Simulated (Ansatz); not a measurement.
# CH2BClOS: basis-set convergence

Aim: see how fast density functionals converge with the basis set for CH2BClOS.

The runs use Ansatz 0.2.0, Gaussian basis; one geometry, several basis sets.

Levels to be run: PBE0-D4/def2-SVP; ωB97M-V/def2-SVP; PBE0-D4/def2-QZVPP; ωB97M-V/def2-QZVPP; the functionals' def2-TZVPP values are taken from earlier runs.

### 1 Structure used throughout

The geometry comes from an earlier relaxation with PBE0-D4 in a triple-zeta def2 set; it is a stationary point, not always the lowest conformer.

7 atoms, charge 0, spin multiplicity 1.

Atoms are counted from 1 here; the program's logs count them from 0.

Bond lengths: O1–B2 1.336 Å, O1–H6 0.973 Å, B2–Cl3 1.753 Å, B2–C4 1.581 Å, C4–S5 1.613 Å, C4–H7 1.091 Å. Angles: B2–O1–H6 109.2°, O1–B2–Cl3 119.9°, O1–B2–C4 120.6°, Cl3–B2–C4 119.6°, B2–C4–S5 120.3°, B2–C4–H7 120.1°, S5–C4–H7 119.6°.

### 2 PBE0-D4 in def2-SVP

in.yaml reads:

```yaml
crystal:
  periodic: [false, false, false]
  atoms:
    - {symbol: O, position_ang: [-0.196461, 0.016017, 1.563432]}
    - {symbol: B, position_ang: [0.132939, -0.564544, 0.406506]}
    - {symbol: Cl, position_ang: [0.665170, -2.234737, 0.388189]}
    - {symbol: C, position_ang: [0.047513, 0.241535, -0.950679]}
    - {symbol: S, position_ang: [-0.439500, 1.779168, -0.956038]}
    - {symbol: H, position_ang: [-0.466794, 0.935094, 1.393984]}
    - {symbol: H, position_ang: [0.318433, -0.240632, -1.891193]}
basis:
  gaussian: {orbitals: def2-SVP}
hamiltonian: {xc: pbe0, dispersion: d4}
output: {orbitals: {seedname: orbitals}}
```

Started as:

```console
$ ansatz run in.yaml --threads 2 --pin off --events-out ev --progress --plain --max-ram 4352MiB
```

The runs that follow: ωB97M-V in def2-SVP; PBE0-D4 in def2-QZVPP; ωB97M-V in def2-QZVPP.

**Question.** What will the summary of the whole plan be? Wanted: PBE0-D4: double and triple zeta above quadruple; ωB97M-V: double and triple zeta above quadruple.

As calculated:

```
                                       quantity           value
PBE0-D4: double and triple zeta above quadruple  13.24, 0.90 eV
ωB97M-V: double and triple zeta above quadruple  13.22, 0.85 eV
```

For PBE0-D4 the step from double to triple zeta gains 12.34 eV and the next only 0.90 eV. These are total energies; as a rule much of such shifts cancels in differences, which this series doesn't test.
